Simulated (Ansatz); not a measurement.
# HBr (hydrogen bromide) at B3LYP/cc-pVTZ

Aim: the electronic atomisation energy of HBr (hydrogen bromide) at B3LYP/cc-pVTZ, from 3 runs. 

The results are computed with Ansatz 0.2.0.

30 further runs of the same task are left out: 30 set aside as unsound or not needed.

## Step 1: The structure to begin with

The species is HBr (2 atoms), meant as a singlet with charge 0. As SMILES, `Br`. The shape is that of a PBE0-D4/def2-TZVP optimisation.

Bond lengths: Br1–H2 1.420 Å.

## Step 2: A single-point energy at B3LYP/cc-pVTZ

run.yaml reads:

```yaml
crystal:
  periodic: [false, false, false]
  atoms:
    - {symbol: Br, position_ang: [-0.603220, 0.217960, -0.305050]}
    - {symbol: H, position_ang: [0.603220, -0.217960, 0.305050]}
basis:
  gaussian: {orbitals: cc-pVTZ}
hamiltonian: {xc: {name: B3LYP}}
accuracy: high
output: {orbitals: {seedname: orbitals}}
```

The run is started by

```
$ ansatz run run.yaml --threads 1 --pin off --max-ram 3480MiB --events-out events.jsonl --progress --plain --runs-dir runs
```

The program printed:

```text
Warning: RAYON_NUM_THREADS=1 ignored (pool sized by the plan → 1); use --threads N
Functional definition: B3LYP
  name "B3LYP"
  parameter a0 = 0.2
  parameter ax = 0.72
  parameter ac = 0.81
  exchange = (1 - a0 - ax)*slater_x + ax*b88_x + a0*exact_x
  correlation = (1 - ac)*vwn_rpa_c + ac*lyp_c
735 factors; integrals over basis functions are off by at most 4.3e-9 eV
mean field evaluation 1: about -70064.7354 eV, gradient 6.6e0 eV
mean field evaluation 2: about -70064.8020 eV, gradient 4.3e0 eV
mean field evaluation 4: about -70064.8511 eV, gradient 1.6e0 eV
mean field evaluation 8: about -70064.8622 eV, gradient 2.8e-3 eV
mean field evaluation 16: about -70064.8622 eV, gradient 5.0e-8 eV
mean field -70064.86220569 eV, -2574.8361943896 hartree, gradient 4.9e-8 eV, S^2 0.000000; 0 other end points of the search recorded, 0 dependent functions left out
reference -70064.86223033 eV, -2574.8361952953 hartree; 18, 18 occupied and 39, 39 virtual orbitals, 735 factors
Total energy: -70064.86223033 eV, -2574.8361952953 hartree
```

Run time: 1.9 s. Hardware: 1 thread of Arm Neoverse V2, shared host; peak memory 0.11 GiB.

## Step 3: The Br atom, same level

job.yaml reads:

```yaml
crystal:
  periodic: [false, false, false]
  atoms:
    - {symbol: Br, position_ang: [0.000000, 0.000000, 0.000000]}
basis:
  gaussian:
    orbitals: cc-pVTZ
magnetization:
  spin_polarized: true
  initial_magnetization: 1
hamiltonian:
  xc: {name: B3LYP}
accuracy: high
```

The run is started by

```
$ ansatz run job.yaml --threads 1 --pin off --max-ram 3480MiB --events-out events.jsonl --progress --plain --runs-dir runs
```

The program printed:

```text
Warning: RAYON_NUM_THREADS=1 ignored (pool sized by the plan → 1); use --threads N
[... 7 set-up lines as earlier in the session ...]
434 factors; integrals over basis functions are off by at most 3.5e-9 eV
mean field evaluation 1: about -70047.1185 eV, gradient 4.8e0 eV
mean field evaluation 2: about -70047.2081 eV, gradient 1.3e0 eV
mean field evaluation 4: about -70047.2140 eV, gradient 2.5e-1 eV
mean field evaluation 8: about -70047.2143 eV, gradient 1.1e-3 eV
mean field evaluation 16: about -70047.2143 eV, gradient 3.0e-8 eV
mean field -70047.21428645 eV, -2574.1876453198 hartree, gradient 3.0e-8 eV, S^2 0.752304; 0 other end points of the search recorded, 0 dependent functions left out
reference -70047.21430797 eV, -2574.1876461109 hartree; 18, 17 occupied and 25, 26 virtual orbitals, 434 factors
Total energy: -70047.21430797 eV, -2574.1876461109 hartree
```

Run time: 2.1 s. Hardware: 1 thread of Arm Neoverse V2, shared host; peak memory 0.11 GiB.

## Step 4: The H atom

molecule.yaml reads:

```yaml
crystal:
  periodic: [false, false, false]
  atoms:
    - {symbol: H, position_ang: [0.000000, 0.000000, 0.000000]}
basis:
  gaussian:
    orbitals: cc-pVTZ
magnetization:
  spin_polarized: true
  initial_magnetization: 1
hamiltonian:
  xc: {name: B3LYP}
accuracy: high
```

Run the same way, it converges to -0.50216 Eh (log not shown).

## Step 5: Summary of results

At B3LYP/cc-pVTZ:

| quantity | value |
| --- | --- |
| molecule: total energy | -2574.83620 Eh |
| molecule: HOMO energy | -8.49 eV |
| molecule: LUMO energy | -0.56 eV |
| molecule: HOMO–LUMO gap | 7.93 eV |
| Br atom: total energy | -2574.18765 Eh |
| Br atom: ⟨S²⟩ | 0.752 |
| H atom: total energy | -0.50216 Eh |
| H atom: ⟨S²⟩ | 0.750 |
| electronic atomisation energy | 3.984 eV |

In words: Taking the molecule apart into free atoms costs 3.98 eV (384 kJ/mol), before zero-point energy and without spin-orbit coupling.
